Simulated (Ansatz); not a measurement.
# CdAg: the cost of one run

Computed with Ansatz 0.2.0 (DFT, r2SCAN, PAW with Ansatz's default frozen-core files, scalar-relativistic, unless a step's input says otherwise).

### Step 1. Starting point

Symmetry: R-3m, No. 166, trigonal system. Conventional cell: a = 3.021 Å, b = 3.021 Å, c = 14.350 Å, α = 90.00°, β = 90.00°, γ = 120.00°. Cd (site symmetry -3m) is surrounded by 6 Ag at 2.96 Å and 6 Cd at 3.02 Å. Ag (site symmetry -3m) has 6 Cd at 2.96 Å and 6 Ag at 3.02 Å as nearest neighbours.

Coordinates:

```cif
data_structure
_symmetry_space_group_name_H-M 'R-3m:H'
_symmetry_Int_Tables_number 166
_cell_length_a 3.0214
_cell_length_b 3.0214
_cell_length_c 14.3502
_cell_angle_alpha 90.000
_cell_angle_beta 90.000
_cell_angle_gamma 120.000
_cell_volume 113.45
loop_
_atom_site_label
_atom_site_type_symbol
_atom_site_symmetry_multiplicity
_atom_site_Wyckoff_symbol
_atom_site_fract_x
_atom_site_fract_y
_atom_site_fract_z
_atom_site_occupancy
Cd1 Cd 3 b 0.66667 0.33333 0.83333 1
Ag1 Ag 3 a 0.00000 0.00000 0.00000 1
```

The file gives the conventional cell by its symmetry; the runs use the cell typed in the input.

Whether this phase is the stable one at these pressures isn't tested.

Atoms are numbered in the order of the input: Cd1, Ag2.

### Step 2. Volume scaled by 1, PAW

The input, input.yaml:

```yaml
crystal:
  lattice:
    - [1.5107047226, 0.8722057783, 4.7833891744]
    - [-1.5107047226, 0.8722057783, 4.7833891744]
    - [0.0, -1.7444115566, 4.7833891744]
  atoms:
    - { symbol: Cd, position: [0.5, 0.5, 0.5] }
    - { symbol: Ag, position: [0.0, 0.0, 0.0] }
kpoints:
  mp_grid: { grid: [14, 14, 14] }
  band_path:
    path:
      - [0.0, 0.0, 0.0]
      - [0.5, 0.5, 0.5]
      - [0.811167951, 0.188832049, 0.5]
      - [0.5, -0.188832049, 0.188832049]
      - [0.5, 0.0, 0.0]
      - [0.0, 0.0, 0.0]
      - [0.3444160245, -0.3444160245, 0.0]
      - [0.6555839755, 0.0, 0.3444160245]
      - [0.5, 0.0, 0.5]
    npoints: 6
scf:
  occupations: { method: fermi_dirac, width: 0.05 }
hamiltonian:
  xc: r2scan
  pseudopotentials: { kind: paw }
output:
  forces: true
  stress: true
  eigenvalues: true
  efg: { contact_densities: true }
  populations: true
```

Launch:

```bash
$ ansatz run input.yaml --threads 1 --pin off --max-ram 2048MiB --backend cpu --events-out ev --progress --plain --runs-dir out
```

**Question.** How long does this run take on 1 thread of Intel Xeon Platinum 8488C (Sapphire Rapids), shared host, and how much memory does it need?

About 24 s, with a peak of 0.67 GiB.
